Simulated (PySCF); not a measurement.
# A gas-phase reaction: CH5ClOSi + FH → ClFH2Si + CH4O

Aim: the reaction energy of `CO[SiH2]Cl` + `F` → `F[SiH2]Cl` + `CO`.

Computed with PySCF 2.14.0; each step states its level. No surroundings beyond the atoms listed, unless a continuum is named. Atoms count from 0, parts from 1.

## (1) The system as given

Each species was relaxed by itself at PBE0-D3(BJ)/def2-SVPD.

## (2) Reaction energy: wB97M-D3(BJ)/def2-TZVPD

The job: settings as JSON, then the geometry in Å.

```
{"job": {"kind": "react", "xc": "wB97M-D3(BJ)", "basis": "def2-TZVPD"}, "charge": 0, "multiplicity": 1}
-1 CH5ClOSi charge 0 multiplicity 1
C     -0.234770     0.095190     1.395800
O     -0.415390     0.666000     0.120540
Si     0.077140    -0.019620    -1.299550
Cl     2.149070    -0.227430    -1.328350
H      0.830980     0.077350     1.673380
H     -0.628510    -0.934270     1.437720
H     -0.779130     0.708660     2.125140
H     -0.467760    -1.395650    -1.448710
H     -0.317580     0.910290    -2.380250

-1 FH charge 0 multiplicity 1
F      0.458980    -0.017160    -0.027000
H     -0.458980     0.017160     0.027000

+1 ClFH2Si charge 0 multiplicity 1
F     -0.704750     1.460820    -0.163040
Si    -0.039490    -0.016830    -0.004630
Cl     2.006620     0.202400     0.080470
H     -0.387770    -0.800370    -1.210800
H     -0.511760    -0.593280     1.274120

+1 CH4O charge 0 multiplicity 1
C     -0.335960     0.064720     0.005110
O      1.016640     0.397430    -0.179660
H     -0.659600    -0.761690    -0.651730
H     -0.926820     0.953350    -0.252050
H     -0.563860    -0.205240     1.051230
H      1.566430    -0.359230     0.034740
```

Method: wB97M-D3(BJ)/def2-TZVPD reaction energy of separated species, gas phase.

Started as:

```
OMP_NUM_THREADS=1 python cluster_run.py task.json out
```

This one command runs all jobs of the session in turn.

Output:

```text
species 1 (CH5ClOSi)
coarse grid: 35448 points
cycle   1  E = -866.2046162165  dE =  2.796e-01  |g| = 6.686e-01  |ddm| = 2.225e+00
cycle   2  E = -866.1934996325  dE =  1.112e-02  |g| = 7.739e-01  |ddm| = 9.865e-01
cycle   3  E = -866.2934190346  dE = -9.992e-02  |g| = 6.032e-02  |ddm| = 4.754e-01
cycle   4  E = -866.2941736189  dE = -7.546e-04  |g| = 2.625e-02  |ddm| = 7.724e-02
cycle   5  E = -866.2943227351  dE = -1.491e-04  |g| = 3.127e-03  |ddm| = 2.429e-02
cycle   6  E = -866.2943268094  dE = -4.074e-06  |g| = 5.424e-04  |ddm| = 6.831e-03
final grid: 72952 points
cycle   7  E = -866.2942783637  dE = -2.225e-07  |g| = 2.083e-04  |ddm| = 3.951e-03
cycle   8  E = -866.2942783875  dE = -2.381e-08  |g| = 1.232e-04  |ddm| = 6.611e-04
cycle   9  E = -866.2942783917  dE = -4.194e-09  |g| = 5.591e-05  |ddm| = 1.426e-04
cycle  10  E = -866.2942783930  dE = -1.297e-09  |g| = 2.323e-05  |ddm| = 1.063e-04
cycle  11  E = -866.2942783931  dE = -1.514e-10  |g| = 5.127e-06  |ddm| = 2.869e-05
converged SCF energy = -866.2942783931

species 2 (FH)
coarse grid: 7776 points
cycle   1  E = -100.4688198002  dE = -9.408e-02  |g| = 4.644e-01  |ddm| = 6.197e-01
cycle   2  E = -100.4725008917  dE = -3.681e-03  |g| = 5.038e-01  |ddm| = 3.808e-01
cycle   3  E = -100.5053146180  dE = -3.281e-02  |g| = 2.574e-02  |ddm| = 1.678e-01
cycle   4  E = -100.5053905959  dE = -7.598e-05  |g| = 5.006e-03  |ddm| = 1.077e-02
cycle   5  E = -100.5053952370  dE = -4.641e-06  |g| = 4.334e-04  |ddm| = 3.766e-03
final grid: 16976 points
cycle   6  E = -100.5053933588  dE = -6.403e-08  |g| = 1.052e-04  |ddm| = 8.212e-04
cycle   7  E = -100.5053933623  dE = -3.450e-09  |g| = 7.947e-05  |ddm| = 2.173e-04
cycle   8  E = -100.5053933631  dE = -8.276e-10  |g| = 2.081e-05  |ddm| = 3.726e-05
converged SCF energy = -100.5053933631

species 3 (ClFH2Si)
coarse grid: 22976 points
cycle   1  E = -850.9531095352  dE =  5.538e-02  |g| = 5.887e-01  |ddm| = 1.630e+00
cycle   2  E = -850.9522430434  dE =  8.665e-04  |g| = 6.980e-01  |ddm| = 6.885e-01
cycle   3  E = -851.0225781046  dE = -7.034e-02  |g| = 5.009e-02  |ddm| = 3.195e-01
cycle   4  E = -851.0231154443  dE = -5.373e-04  |g| = 1.998e-02  |ddm| = 5.717e-02
cycle   5  E = -851.0231974066  dE = -8.196e-05  |g| = 3.018e-03  |ddm| = 1.819e-02
cycle   6  E = -851.0232008692  dE = -3.463e-06  |g| = 7.007e-04  |ddm| = 6.076e-03
final grid: 46024 points
cycle   7  E = -851.0231630198  dE = -2.471e-07  |g| = 5.553e-04  |ddm| = 1.504e-03
cycle   8  E = -851.0231630353  dE = -1.553e-08  |g| = 5.948e-04  |ddm| = 6.145e-04
cycle   9  E = -851.0231630832  dE = -4.782e-08  |g| = 5.479e-05  |ddm| = 2.501e-04
cycle  10  E = -851.0231630848  dE = -1.625e-09  |g| = 2.783e-05  |ddm| = 9.519e-05
cycle  11  E = -851.0231630852  dE = -3.814e-10  |g| = 4.411e-06  |ddm| = 4.703e-05
converged SCF energy = -851.0231630852

species 4 (CH4O)
coarse grid: 20248 points
cycle   1  E = -115.7313917399  dE =  7.119e-02  |g| = 5.636e-01  |ddm| = 1.531e+00
cycle   2  E = -115.7261894354  dE =  5.202e-03  |g| = 6.290e-01  |ddm| = 6.639e-01
cycle   3  E = -115.7900676548  dE = -6.388e-02  |g| = 2.852e-02  |ddm| = 2.810e-01
cycle   4  E = -115.7902258632  dE = -1.582e-04  |g| = 6.696e-03  |ddm| = 3.255e-02
cycle   5  E = -115.7902384736  dE = -1.261e-05  |g| = 1.490e-03  |ddm| = 1.019e-02
cycle   6  E = -115.7902390791  dE = -6.055e-07  |g| = 5.701e-04  |ddm| = 2.216e-03
final grid: 43904 points
cycle   7  E = -115.7902247719  dE = -7.374e-08  |g| = 4.638e-04  |ddm| = 2.731e-03
cycle   8  E = -115.7902247948  dE = -2.296e-08  |g| = 3.460e-04  |ddm| = 6.062e-04
cycle   9  E = -115.7902248207  dE = -2.593e-08  |g| = 1.638e-05  |ddm| = 2.048e-04
cycle  10  E = -115.7902248208  dE = -9.641e-11  |g| = 1.390e-05  |ddm| = 4.663e-05
converged SCF energy = -115.7902248208

Reaction energy = -7.527 kcal/mol
```

Wall time 45 s (1 thread of Arm Neoverse N1, shared host); peak memory 0.77 GiB.

Species by species (with the dispersion term, which the log's SCF energies lack):

| ν | species | energy (Eh) | HOMO (eV) |
| --- | --- | --- | --- |
| -1 | CO[SiH2]Cl | -866.30331 | -11.09 |
| -1 | F | -100.50563 | -14.54 |
| +1 | F[SiH2]Cl | -851.02714 | -11.68 |
| +1 | CO | -115.79380 | -10.52 |

## (3) Energies of the species: PBE0-D3(BJ)/def2-TZVPD

Same as in step 2 but for these lines:

```diff
@@ -1,2 +1,2 @@
-{"job": {"kind": "react", "xc": "wB97M-D3(BJ)", "basis": "def2-TZVPD"}, "charge": 0, "multiplicity": 1}
+{"job": {"kind": "react", "xc": "PBE0", "basis": "def2-TZVPD", "disp": "d3bj"}, "charge": 0, "multiplicity": 1}
 -1 CH5ClOSi charge 0 multiplicity 1
```

Method: PBE0-D3(BJ)/def2-TZVPD reaction energy of separated species, gas phase.

Output:

```text
species 1 (CH5ClOSi)
coarse grid: 8520 points
cycle   1  E = -865.7006746344  dE =  2.347e-01  |g| = 6.567e-01  |ddm| = 2.306e+00
cycle   2  E = -865.5490024491  dE =  1.517e-01  |g| = 1.114e+00  |ddm| = 1.113e+00
cycle   3  E = -865.7780329253  dE = -2.290e-01  |g| = 9.184e-02  |ddm| = 7.014e-01
cycle   4  E = -865.7795166968  dE = -1.484e-03  |g| = 4.152e-02  |ddm| = 1.047e-01
cycle   5  E = -865.7798865445  dE = -3.698e-04  |g| = 5.925e-03  |ddm| = 3.808e-02
cycle   6  E = -865.7798938043  dE = -7.260e-06  |g| = 2.086e-03  |ddm| = 6.693e-03
final grid: 72952 points
cycle   7  E = -865.7784569615  dE = -2.368e-05  |g| = 9.076e-03  |ddm| = 8.179e-02
cycle   8  E = -865.7784410966  dE =  1.586e-05  |g| = 1.300e-02  |ddm| = 1.135e-02
cycle   9  E = -865.7784714375  dE = -3.034e-05  |g| = 1.445e-03  |ddm| = 6.950e-03
cycle  10  E = -865.7784718461  dE = -4.086e-07  |g| = 1.668e-04  |ddm| = 1.036e-03
cycle  11  E = -865.7784718528  dE = -6.705e-09  |g| = 3.276e-05  |ddm| = 1.607e-04
cycle  12  E = -865.7784718530  dE = -2.512e-10  |g| = 1.369e-05  |ddm| = 5.046e-05
converged SCF energy = -865.7784718530

species 2 (FH)
coarse grid: 1712 points
cycle   1  E = -100.3540965088  dE = -3.605e-02  |g| = 4.957e-01  |ddm| = 6.253e-01
cycle   2  E = -100.3145787441  dE =  3.952e-02  |g| = 7.430e-01  |ddm| = 5.125e-01
cycle   3  E = -100.3938191423  dE = -7.924e-02  |g| = 2.284e-02  |ddm| = 2.892e-01
cycle   4  E = -100.3938947045  dE = -7.556e-05  |g| = 4.205e-03  |ddm| = 9.787e-03
cycle   5  E = -100.3938966882  dE = -1.984e-06  |g| = 3.555e-04  |ddm| = 1.247e-03
final grid: 16976 points
cycle   6  E = -100.3948395410  dE = -1.854e-05  |g| = 3.988e-03  |ddm| = 7.485e-03
cycle   7  E = -100.3948376256  dE =  1.915e-06  |g| = 5.485e-03  |ddm| = 3.345e-03
cycle   8  E = -100.3948416944  dE = -4.069e-06  |g| = 9.951e-05  |ddm| = 2.008e-03
cycle   9  E = -100.3948416957  dE = -1.284e-09  |g| = 1.781e-05  |ddm| = 3.932e-05
cycle  10  E = -100.3948416957  dE = -4.792e-11  |g| = 3.053e-06  |ddm| = 1.026e-05
converged SCF energy = -100.3948416957

species 3 (ClFH2Si)
coarse grid: 5576 points
cycle   1  E = -850.4884579895  dE =  8.788e-02  |g| = 5.654e-01  |ddm| = 1.670e+00
cycle   2  E = -850.4039928709  dE =  8.447e-02  |g| = 9.445e-01  |ddm| = 7.743e-01
cycle   3  E = -850.5429643321  dE = -1.390e-01  |g| = 5.770e-02  |ddm| = 4.639e-01
cycle   4  E = -850.5435158455  dE = -5.515e-04  |g| = 2.826e-02  |ddm| = 6.733e-02
cycle   5  E = -850.5436761118  dE = -1.603e-04  |g| = 3.852e-03  |ddm| = 2.166e-02
cycle   6  E = -850.5436789015  dE = -2.790e-06  |g| = 1.223e-03  |ddm| = 3.308e-03
final grid: 46024 points
cycle   7  E = -850.5469349875  dE = -1.768e-05  |g| = 3.330e-03  |ddm| = 1.460e-02
cycle   8  E = -850.5469341431  dE =  8.445e-07  |g| = 3.667e-03  |ddm| = 4.419e-03
cycle   9  E = -850.5469366681  dE = -2.525e-06  |g| = 5.090e-04  |ddm| = 2.559e-03
cycle  10  E = -850.5469367027  dE = -3.458e-08  |g| = 1.534e-04  |ddm| = 2.681e-04
cycle  11  E = -850.5469367074  dE = -4.669e-09  |g| = 2.665e-05  |ddm| = 1.199e-04
cycle  12  E = -850.5469367075  dE = -1.841e-10  |g| = 5.319e-06  |ddm| = 1.962e-05
converged SCF energy = -850.5469367075

species 4 (CH4O)
coarse grid: 4656 points
cycle   1  E = -115.5794063857  dE =  6.220e-02  |g| = 5.863e-01  |ddm| = 1.559e+00
cycle   2  E = -115.4915516474  dE =  8.785e-02  |g| = 9.142e-01  |ddm| = 8.424e-01
cycle   3  E = -115.6419413481  dE = -1.504e-01  |g| = 4.539e-02  |ddm| = 4.750e-01
cycle   4  E = -115.6422686620  dE = -3.273e-04  |g| = 1.801e-02  |ddm| = 3.326e-02
cycle   5  E = -115.6423380376  dE = -6.938e-05  |g| = 4.964e-03  |ddm| = 1.211e-02
cycle   6  E = -115.6423433135  dE = -5.276e-06  |g| = 3.233e-04  |ddm| = 3.593e-03
final grid: 43904 points
cycle   7  E = -115.6393342356  dE = -2.394e-05  |g| = 7.089e-03  |ddm| = 6.221e-02
cycle   8  E = -115.6393268297  dE =  7.406e-06  |g| = 9.576e-03  |ddm| = 7.838e-03
cycle   9  E = -115.6393433907  dE = -1.656e-05  |g| = 8.605e-04  |ddm| = 4.421e-03
cycle  10  E = -115.6393435299  dE = -1.391e-07  |g| = 1.555e-04  |ddm| = 5.598e-04
cycle  11  E = -115.6393435350  dE = -5.189e-09  |g| = 1.726e-05  |ddm| = 9.438e-05
cycle  12  E = -115.6393435351  dE = -5.292e-11  |g| = 2.554e-06  |ddm| = 1.614e-05
converged SCF energy = -115.6393435351

Reaction energy = -7.047 kcal/mol
```

Run time: 23 s. Hardware: 1 thread of Arm Neoverse N1, shared host; peak memory 0.64 GiB.

Reaction energy at this level: -7.05 kcal/mol.

## (4) Side by side

Energies in kcal/mol, with wall time:

| run | reaction | time |
| --- | --- | --- |
| wB97M-D3(BJ)/def2-TZVPD | -7.53 | 45 s |
| PBE0-D3(BJ)/def2-TZVPD | -7.05 | 23 s |

## (5) Summary of results

| quantity | value |
| --- | --- |
| reaction energy (wB97M-D3(BJ)/def2-TZVPD) | -7.53 kcal/mol |
| ΔH, ΔG at 298 K (xTB thermal terms) | -6.8, -8.2 kcal/mol |
| range of the reaction energy over the runs of this table | -7.53 to -7.05 kcal/mol |

**Reading.** The reaction is exothermic by 6.8 kcal/mol in the gas phase; dispersion gives +1.08, and xTB itself gave -11.67 for the electronic energy (xTB energies and thermal terms come from the earlier relaxation of each species, not shown). No barrier was sought. The reaction energy runs from -7.53 (wB97M-D3(BJ)/def2-TZVPD) to -7.05 kcal/mol (PBE0-D3(BJ)/def2-TZVPD).
